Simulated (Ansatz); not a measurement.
# ZrB2: the cost of one run

Computed with Ansatz 0.2.0 (DFT LDA, scalar-relativistic, plane waves, PAW, unless a step's input says otherwise).

### Step 1. The system as given

The structure is hexagonal, space group P6/mmm (No. 191). The conventional cell has a = 3.167 Å, b = 3.167 Å, c = 3.531 Å, α = 90.00°, β = 90.00°, γ = 120.00°. Around Zr (site symmetry 6/mmm) lie 12 B at 2.54 Å. Around B (site symmetry -6m2) lie 3 B at 1.83 Å and 6 Zr at 2.54 Å.

Structure file:

```
CELL_PARAMETERS angstrom
3.16700 0.00000 0.00000
-1.58350 2.74270 0.00000
0.00000 0.00000 3.53100
ATOMIC_POSITIONS crystal
Zr 0.00000 0.00000 0.00000
B 0.33333 0.66667 0.50000
B 0.66667 0.33333 0.50000
```

### Step 2. Relaxing cell and atoms: ZrB2, no spin

Input file input.yaml:

```yaml
crystal:
  lattice:
    - [3.167, 0.0, 0.0]
    - [-1.5835, 2.7427024538, 0.0]
    - [0.0, 0.0, 3.531]
  atoms:
    - { symbol: Zr, position: [0.0, 0.0, 0.0] }
    - { symbol: B, position: [0.3333333333, 0.6666666667, 0.5] }
    - { symbol: B, position: [0.6666666667, 0.3333333333, 0.5] }
scf:
  occupations: { method: gaussian, width: 0.1 }
output:
  forces: true
  stress: true
  write_density: true
  write_potential: true
  elf: true
  volumetric_format: npy
kpoints:
  mp_grid: { grid: [18, 18, 12] }
hamiltonian:
  xc: lda
relax:
  f_tol: 0.005
  cell: { stress_tol: 0.05 }
```

Launch:

```console
$ ansatz run input.yaml --threads 8 --pin off --max-ram 20480MiB --backend cpu --events-out ev --progress --plain --runs-dir out
```

**Question.** How long does this run take on 8 threads of Arm Neoverse V2, shared host, and how much memory does it need?

About 4.4 s, with a peak of 0.46 GiB.
